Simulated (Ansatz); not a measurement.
Write a Python script for Ansatz's Python interface that makes vertical and adiabatic energies of changing the electron count of CH4SSe, SMILES SC[SeH]. Level of theory (for the species named): B3LYP, def2-SVP basis, multiplicity 1.

```xyz
7

S    -1.5551   -0.3470   -0.1322
C    -0.0506    0.1721    0.6604
Se    1.3635   -0.9752    0.0337
H    -1.0959    0.1403   -1.4156
H    -0.1551    0.0560    1.7418
H     0.1904    1.2487    0.4232
H     1.3641   -0.3630   -1.3570
```

Script `ch4sse.py`:
```python
# -*- coding: utf-8 -*-
import itertools

import ansatz as az
from ase.data import atomic_numbers, covalent_radii
import numpy as np

BASIS_SET = 'def2-SVP'
FUNCTIONAL = 'B3LYP'
CHARGE = 1

GEOMETRY = '''
S    -1.55510   -0.34700   -0.13220
C    -0.05060    0.17210    0.66040
Se    1.36350   -0.97520    0.03370
H    -1.09590    0.14030   -1.41560
H    -0.15510    0.05600    1.74180
H     0.19040    1.24870    0.42320
H     1.36410   -0.36300   -1.35700
'''


def main():
    geometry = az.Crystal.molecule()
    for line in GEOMETRY.strip().splitlines():
        symbol, *xyz = line.split()
        geometry = geometry.atom(symbol, [float(v) for v in xyz])

    calculation = (
        geometry.calculation()
        .basis(gaussian=BASIS_SET)
        .functional(FUNCTIONAL)
    )
    symbols = [site.symbol for site in geometry.cartesian_sites]
    start = np.array([site.position_ang for site in geometry.cartesian_sites], dtype=float)
    report = calculation.relax(force_tolerance=0.01, max_steps=100).run().report
    end = np.array(report['positions_ang'])

    minimum = az.Crystal.molecule()
    for symbol, place in zip(symbols, end):
        minimum = minimum.atom(symbol, place.tolist())
    ion = minimum.calculation()
    ion = ion.basis(gaussian=BASIS_SET)
    ion = ion.functional(FUNCTIONAL).charge(CHARGE)
    ion = ion.spin('collinear', total=1)
    vertical = ion.run().report
    settled = ion.relax(force_tolerance=0.01, max_steps=80).run().report
    print(f'vertical ionisation energy   {vertical["free_energy_ev"] - report["free_energy_ev"]:.3f} eV')
    print(f'adiabatic, no zero point     {settled["free_energy_ev"] - report["free_energy_ev"]:.3f} eV')
    print(f'relaxation energy of the ion {vertical["free_energy_ev"] - settled["free_energy_ev"]:.3f} eV')
    ionised = np.array(settled['positions_ang'])
    radius = [covalent_radii[atomic_numbers[s]] for s in symbols]
    span = lambda where, i, j: np.linalg.norm(where[i] - where[j])
    bonded = [(i, j) for i, j in itertools.combinations(range(len(symbols)), 2) if min(span(end, i, j), span(ionised, i, j)) < 1.2 * (radius[i] + radius[j])]
    print('pair        before    after (A)')
    for i, j in bonded:
        print(f'{symbols[i]}{i}-{symbols[j]}{j}'.ljust(10), f'{span(end, i, j):8.4f} {span(ionised, i, j):8.4f}')
    for first, second in list(itertools.combinations(bonded, 2)):
        shared = set(first) & set(second)
        if shared and symbols[(j := shared.pop())] != 'H':
            i, k = sorted((set(first) | set(second)) - {j})
            u, v = ionised[i] - ionised[j], ionised[k] - ionised[j]
            angle = np.degrees(np.arccos(np.clip(u @ v / np.linalg.norm(u) / np.linalg.norm(v), -1, 1)))
            print(f'final angle {symbols[i]}{i}-{symbols[j]}{j}-{symbols[k]}{k}: {angle:.2f} deg')


if __name__ == '__main__':
    main()
```

Output of `python ch4sse.py`:
```text
vertical ionisation energy   8.655 eV
adiabatic, no zero point     8.347 eV
relaxation energy of the ion 0.308 eV
pair        before    after (A)
S0-C1        1.8220   1.8158
S0-H3        1.3531   1.3599
C1-Se2       1.9813   1.9740
C1-H4        1.0988   1.0985
C1-H5        1.0970   1.0965
Se2-H6       1.4768   1.4833
final angle C1-S0-H3: 97.32 deg
final angle S0-C1-Se2: 99.50 deg
final angle S0-C1-H4: 108.92 deg
final angle S0-C1-H5: 115.08 deg
final angle Se2-C1-H4: 107.91 deg
final angle Se2-C1-H5: 113.59 deg
final angle C1-Se2-H6: 94.86 deg
final angle H4-C1-H5: 111.10 deg
```

The energies are electronic: no zero-point or thermal terms, and the basis set is short of its limit. The product may relax into another structure. Each relaxation finds its nearest minimum, which needn't be the lowest. b3lyp holds the VWN-RPA fit, as in Gaussian; the form of ORCA and Turbomole is b3lyp5. Run time: 96 s on 1 thread of Arm Neoverse V1, on a shared host, peak memory 0.33 GiB.
